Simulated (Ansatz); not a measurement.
# C4N4O4Ti: how energies converge with the basis set

How large a basis does C4N4O4Ti need? Two functionals are run in growing sets.

Method: one geometry, several basis sets; program: Ansatz 0.2.0, Gaussian basis.

The runs, in order: PBE0-D4/def2-SVP; ωB97M-V/def2-SVP; PBE0-D4/def2-QZVPP; ωB97M-V/def2-QZVPP; the functionals' def2-TZVPP values are taken from earlier runs.

### 1 Structure used throughout

The geometry comes from an earlier relaxation with PBE0-D4 in a triple-zeta def2 set; it is a stationary point, not always the lowest conformer.

SMILES `O=C=[N][Ti]([N]=C=O)([N]=C=O)[N]=C=O`, 13 atoms, charge 0, spin multiplicity 1.

Atoms are counted from 1 here; the program's logs count them from 0.

Bond lengths: O1–C2 1.161 Å, C2–N3 1.204 Å, N3–Ti4 1.866 Å, Ti4–N5 1.866 Å, Ti4–N8 1.866 Å, Ti4–N11 1.866 Å, N5–C6 1.204 Å, C6–O7 1.161 Å, N8–C9 1.204 Å, C9–O10 1.161 Å, N11–C12 1.204 Å, C12–O13 1.161 Å. Angles: O1–C2–N3 180.0°, C2–N3–Ti4 179.8°, N3–Ti4–N5 109.5°, N3–Ti4–N8 109.5°, N3–Ti4–N11 109.5°, N5–Ti4–N8 109.5°, N5–Ti4–N11 109.5°, N8–Ti4–N11 109.5°, Ti4–N5–C6 179.7°, N5–C6–O7 180.0°, Ti4–N8–C9 179.8°, N8–C9–O10 180.0°, Ti4–N11–C12 179.8°, N11–C12–O13 180.0°.

### 2 PBE0-D4 in def2-SVP

Input file in.yaml:

```yaml
crystal:
  periodic: [false, false, false]
  atoms:
    - {symbol: O, position_ang: [-2.619585, -0.782174, 3.228391]}
    - {symbol: C, position_ang: [-1.900586, -0.566396, 2.343375]}
    - {symbol: N, position_ang: [-1.154404, -0.342261, 1.424843]}
    - {symbol: Ti, position_ang: [0.003318, -0.000522, 0.001345]}
    - {symbol: N, position_ang: [0.457202, 1.809845, -0.010795]}
    - {symbol: C, position_ang: [0.743716, 2.979691, -0.019883]}
    - {symbol: O, position_ang: [1.020081, 4.106781, -0.028580]}
    - {symbol: N, position_ang: [1.548914, -1.028500, 0.196040]}
    - {symbol: C, position_ang: [2.544110, -1.695237, 0.321607]}
    - {symbol: O, position_ang: [3.503084, -2.337504, 0.442596]}
    - {symbol: N, position_ang: [-0.838857, -0.441665, -1.604763]}
    - {symbol: C, position_ang: [-1.381744, -0.729701, -2.640637]}
    - {symbol: O, position_ang: [-1.904847, -1.007057, -3.638739]}
basis:
  gaussian: {orbitals: def2-SVP}
hamiltonian: {xc: pbe0, dispersion: d4}
output: {orbitals: {seedname: orbitals}}
```

Launch:

```
ansatz run in.yaml --threads 4 --pin off --events-out ev --progress --plain --max-ram 46080MiB --backend cpu
```

Further steps of the session: ωB97M-V in def2-SVP; PBE0-D4 in def2-QZVPP; ωB97M-V in def2-QZVPP.

Q: Predict the results of all the runs planned. Wanted: PBE0-D4: double and triple zeta above quadruple; ωB97M-V: double and triple zeta above quadruple.

As calculated:

| quantity | value |
| --- | --- |
| PBE0-D4: double and triple zeta above quadruple | 25.50, 1.36 eV |
| ωB97M-V: double and triple zeta above quadruple | 25.89, 1.24 eV |

In words: PBE0-D4 gains 24.15 eV from double to triple zeta, then 1.36 eV more. Total energies overstate the basis error of differences, where much of it tends to cancel.
